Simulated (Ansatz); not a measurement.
# C₂H₃AlO (SMILES O[C]1=[CH][AlH]1): a short trajectory

The task is to watch the atoms for 30 steps of 0.5 fs, started with velocities for 100 K and run with a Langevin thermostat.

Program: Ansatz 0.2.0, Gaussian basis. Level of theory: PBE0-D4/def2-SVP. These are calculated values, not measurements.

## 1. The starting structure

SMILES `O[C]1=[CH][AlH]1`, 7 atoms, charge 0, spin multiplicity 1.

Atoms are counted from 1 here; the program's logs count them from 0.

Bond lengths: O1–C2 1.346 Å, O1–H5 0.971 Å, C2–C3 1.403 Å, C2–Al4 1.948 Å, C3–Al4 1.914 Å, C3–H6 1.092 Å, Al4–H7 1.565 Å. Angles: C2–O1–H5 110.0°, O1–C2–C3 124.7°, O1–C2–Al4 167.9°, C3–C2–Al4 67.4°, C2–C3–Al4 70.0°, C2–C3–H6 125.0°, Al4–C3–H6 164.9°, C2–Al4–C3 42.6°, C2–Al4–H7 157.2°, C3–Al4–H7 160.2°.

Geometry (Å):

```xyz
7
C2H3AlO
O    -1.7904    0.2120   -0.4217
C    -0.4467    0.1848   -0.3427
C     0.2802   -0.3901    0.7100
Al    1.4794    0.3441   -0.5877
H    -2.1781   -0.2233    0.3550
H    -0.1596   -0.8789    1.5823
H     2.8152    0.7514   -1.2952
```

## 2. The run

md/in.yaml reads:

```yaml
crystal:
  periodic: [false, false, false]
  atoms:
    - {symbol: O, position_ang: [-1.790380, 0.212040, -0.421680]}
    - {symbol: C, position_ang: [-0.446740, 0.184780, -0.342710]}
    - {symbol: C, position_ang: [0.280150, -0.390120, 0.710050]}
    - {symbol: Al, position_ang: [1.479440, 0.344090, -0.587750]}
    - {symbol: H, position_ang: [-2.178120, -0.223290, 0.354990]}
    - {symbol: H, position_ang: [-0.159570, -0.878870, 1.582320]}
    - {symbol: H, position_ang: [2.815230, 0.751370, -1.295210]}
basis:
  gaussian: {orbitals: def2-SVP}
hamiltonian: {xc: pbe0, dispersion: d4}
md: {n_steps: 30, timestep: 0.5, temperature: 100, ensemble: nvt_langevin, seed: 352, friction: 0.05, initial_velocities: maxwell_boltzmann}
```

The run is started by

```sh
> ansatz run in.yaml --threads 2 --pin off --events-out ev --progress --plain --max-ram 3481MiB
```

**Question.** What will these runs give? Wanted: temperature at the start; mean temperature, second half; lowest and highest potential energy, from the first frame; largest change of potential + kinetic.

As calculated:

```
                                                 quantity              value
                                                   length  30 steps, 15.0 fs
                                 temperature at the start               86 K
                            mean temperature, second half              200 K
lowest and highest potential energy, from the first frame     -100 and 0 meV
                    largest change of potential + kinetic           32.6 meV
```

What this shows: The thermostat trades energy with the molecule, so the sum of potential and kinetic energy isn't conserved: it changes by -10 meV over the run. The mean temperature of the second half is still well above the 100 K set. The temperature runs between 86 and 231 K. The molecule keeps its bonds. Under Langevin the temperature counts 3N degrees of freedom, more than the drawn velocities fill, so it starts at 86 K, not 100 K.
